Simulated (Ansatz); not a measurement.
# AlBrH₆Si₂: basis-set convergence

The task here is to estimate one member of a computed series from the others.

Method: one geometry, several basis sets; program: Ansatz 0.2.0, Gaussian basis.

Levels to be run: PBE0-D4/def2-SVP; ωB97M-V/def2-SVP; PBE0-D4/def2-QZVPP; ωB97M-V/def2-QZVPP; the functionals' def2-TZVPP values are taken from earlier runs.

**The relaxed structure**

An earlier PBE0-D4 in a triple-zeta def2 set relaxation fixed the geometry.

10 atoms, charge 0, spin multiplicity 1.

Atoms are counted from 1 here; the program's logs count them from 0.

Bond lengths: Al1–Si2 2.413 Å, Al1–Br4 2.627 Å, Al1–H5 1.581 Å, Al1–H6 1.581 Å, Si2–Si3 2.338 Å, Si2–Br4 2.384 Å, Si2–H7 1.491 Å, Si3–H8 1.487 Å, Si3–H9 1.485 Å, Si3–H10 1.489 Å. Angles: Si2–Al1–Br4 56.3°, Si2–Al1–H5 117.6°, Si2–Al1–H6 116.6°, Br4–Al1–H5 106.8°, Br4–Al1–H6 106.6°, H5–Al1–H6 125.5°, Al1–Si2–Si3 127.0°, Al1–Si2–Br4 66.4°, Al1–Si2–H7 123.0°, Si3–Si2–Br4 103.2°, Si3–Si2–H7 110.0°, Br4–Si2–H7 102.4°, Si2–Si3–H8 111.2°, Si2–Si3–H9 108.8°, Si2–Si3–H10 108.8°, H8–Si3–H9 109.7°, H8–Si3–H10 109.1°, H9–Si3–H10 109.3° and more.

The first run:

in.yaml reads:

```yaml
crystal:
  periodic: [false, false, false]
  atoms:
    - {symbol: Al, position_ang: [-1.704616, 1.500846, 0.400479]}
    - {symbol: Si, position_ang: [0.110403, 0.363573, -0.711589]}
    - {symbol: Si, position_ang: [1.656532, -1.099797, 0.254317]}
    - {symbol: Br, position_ang: [-1.918254, -0.887318, -0.672994]}
    - {symbol: H, position_ang: [-2.600900, 2.473019, -0.466234]}
    - {symbol: H, position_ang: [-1.811934, 1.302899, 1.965548]}
    - {symbol: H, position_ang: [0.377585, 0.496210, -2.172214]}
    - {symbol: H, position_ang: [1.776732, -2.352715, -0.536698]}
    - {symbol: H, position_ang: [1.214040, -1.420559, 1.635201]}
    - {symbol: H, position_ang: [2.983511, -0.427358, 0.307084]}
basis:
  gaussian: {orbitals: def2-SVP}
hamiltonian: {xc: pbe0, dispersion: d4}
output: {orbitals: {seedname: orbitals}}
```

The run is started by

```console
$ ansatz run in.yaml --threads 4 --pin off --events-out ev --progress --plain --max-ram 10444MiB
```

Steps of the session up to this table: PBE0-D4 in def2-SVP; ωB97M-V in def2-SVP; PBE0-D4 in def2-QZVPP; ωB97M-V in def2-QZVPP.

One table of the session follows, with a row left open; its other results are not shown here.

It belongs to the step «Functionals by basis». 

| functional | basis | HOMO (eV) | LUMO (eV) |
| --- | --- | --- | --- |
| PBE0-D4 | def2-SVP | -7.32 | -1.51 |
| PBE0-D4 | def2-TZVPP | -7.26 | -1.60 |
| PBE0-D4 | def2-QZVPP | ? | ? |
| ωB97M-V | def2-SVP | -9.21 | 0.42 |
| ωB97M-V | def2-TZVPP | -9.19 | 0.21 |
| ωB97M-V | def2-QZVPP | -9.19 | 0.04 |

Estimate the missing values for PBE0-D4, def2-QZVPP.

As computed: HOMO (eV): -7.26; LUMO (eV): -1.64.
